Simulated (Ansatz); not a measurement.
**B13H16N13, 42 atoms: cost of a run**

Wanted: the time that an MP2 calculation on a Hartree-Fock reference takes for B13H16N13.

Program: Ansatz 0.2.0 (MP2, HF, Gaussian basis). Host: Intel Xeon 6975P-C (Granite Rapids), 96 cores, 190 hardware threads, 362 GiB; it was booked for these runs alone, one at a time. Each run is timed once from launch to exit, start-up included.

**1. The system**

A molecule of 42 atoms and 172 electrons, in the basis def2-tzvpp.

**2. The reference run**

input.yaml reads:

```yaml
crystal:
  periodic: [false, false, false]
  atoms:
    - { symbol: "N", position_ang: [0.0000, 0.7200, 0.0000] }
    - { symbol: H, position_ang: [-0.8747, 1.2250, 0.0000] }
    - { symbol: B, position_ang: [0.0000, -0.7200, 0.0000] }
    - { symbol: H, position_ang: [-1.0305, -1.3150, 0.0000] }
    - { symbol: B, position_ang: [1.2471, 1.4400, 0.0000] }
    - { symbol: H, position_ang: [1.2471, 2.6300, 0.0000] }
    - { symbol: "N", position_ang: [1.2471, -1.4400, 0.0000] }
    - { symbol: H, position_ang: [1.2471, -2.4500, 0.0000] }
    - { symbol: "N", position_ang: [2.4942, 0.7200, 0.0000] }
    - { symbol: B, position_ang: [2.4942, -0.7200, 0.0000] }
    - { symbol: B, position_ang: [3.7412, 1.4400, 0.0000] }
    - { symbol: H, position_ang: [3.7412, 2.6300, 0.0000] }
    - { symbol: "N", position_ang: [3.7412, -1.4400, 0.0000] }
    - { symbol: H, position_ang: [3.7412, -2.4500, 0.0000] }
    - { symbol: "N", position_ang: [4.9883, 0.7200, 0.0000] }
    - { symbol: B, position_ang: [4.9883, -0.7200, 0.0000] }
    - { symbol: B, position_ang: [6.2354, 1.4400, 0.0000] }
    - { symbol: H, position_ang: [6.2354, 2.6300, 0.0000] }
    - { symbol: "N", position_ang: [6.2354, -1.4400, 0.0000] }
    - { symbol: H, position_ang: [6.2354, -2.4500, 0.0000] }
    - { symbol: "N", position_ang: [7.4825, 0.7200, 0.0000] }
    - { symbol: B, position_ang: [7.4825, -0.7200, 0.0000] }
    - { symbol: B, position_ang: [8.7295, 1.4400, 0.0000] }
    - { symbol: H, position_ang: [8.7295, 2.6300, 0.0000] }
    - { symbol: "N", position_ang: [8.7295, -1.4400, 0.0000] }
    - { symbol: H, position_ang: [8.7295, -2.4500, 0.0000] }
    - { symbol: "N", position_ang: [9.9766, 0.7200, 0.0000] }
    - { symbol: B, position_ang: [9.9766, -0.7200, 0.0000] }
    - { symbol: B, position_ang: [11.2237, 1.4400, 0.0000] }
    - { symbol: H, position_ang: [11.2237, 2.6300, 0.0000] }
    - { symbol: "N", position_ang: [11.2237, -1.4400, 0.0000] }
    - { symbol: H, position_ang: [11.2237, -2.4500, 0.0000] }
    - { symbol: "N", position_ang: [12.4708, 0.7200, 0.0000] }
    - { symbol: B, position_ang: [12.4708, -0.7200, 0.0000] }
    - { symbol: B, position_ang: [13.7178, 1.4400, 0.0000] }
    - { symbol: H, position_ang: [13.7178, 2.6300, 0.0000] }
    - { symbol: "N", position_ang: [13.7178, -1.4400, 0.0000] }
    - { symbol: H, position_ang: [13.7178, -2.4500, 0.0000] }
    - { symbol: "N", position_ang: [14.9649, 0.7200, 0.0000] }
    - { symbol: H, position_ang: [15.8396, 1.2250, 0.0000] }
    - { symbol: B, position_ang: [14.9649, -0.7200, 0.0000] }
    - { symbol: H, position_ang: [15.9955, -1.3150, 0.0000] }
basis:
  gaussian: { orbitals: def2-tzvpp }
correlation: { method: mp2 }
```

On the command line:

```
> ansatz run input.yaml --backend cpu --events-out ev --progress --plain --runs-dir out
```

The program printed:

```text
pinning: not binding workers (pin `auto` leaves the workers unbound: the CPU quota is narrower than the CPUs that the planning thread may run on, so engines sharing the machine would bind the same CPUs; pin `on` binds them even so)
Engine: ansatz 0.2.0, x86_64-unknown-linux-gnu
Functional definition: HF
  exchange = exact_x
  correlation = 0
6276 factors; integrals over basis functions are off by at most 1.8e-3 eV
mean field evaluation 1: about -28269.5331 eV, gradient 1.0e2 eV
mean field evaluation 2: about -28270.3297 eV, gradient 1.0e2 eV
mean field evaluation 4: about -28294.1201 eV, gradient 9.0e0 eV
mean field evaluation 8: about -28294.4068 eV, gradient 4.3e-1 eV
mean field -28294.40741142 eV, -1039.8002937317 hartree, gradient 5.0e-6 eV, S^2 0.000000; 0 other end points of the search recorded, 0 dependent functions left out
26 core orbitals not correlated: weight in the atoms' cores, before any rotation towards them, 1.000 or more for the frozen orbitals, at most 0.000 for the correlated occupied ones
reference -28294.40741142 eV, -1039.8002937317 hartree; 60, 60 occupied and 944, 944 virtual orbitals, 6276 factors
second order -103.44972141 eV of doubles, -0.00000000 eV of singles
Total energy: -28397.85713284 eV, -1043.6020008728 hartree
```

Wall time 17 s, CPU time 24 min, peak memory 17 GiB, 15 SCF iterations in all (96 threads).

Size of the job: 172 electrons, 1030 basis functions.

Where the time went (the program's own counters):

```csv
phase,seconds,share of the wall time
hamiltonian,13,74 %
second_order,4.2,25 %
solver_start,0.006,0 %
orbitals,0.001,0 %
```

**3. Outcome**

```
 quantity               value
reference  17 s on 96 threads
```

**Reading.** CPU time over wall time is 84, for 96 threads. The figures hold for this build, input and host.
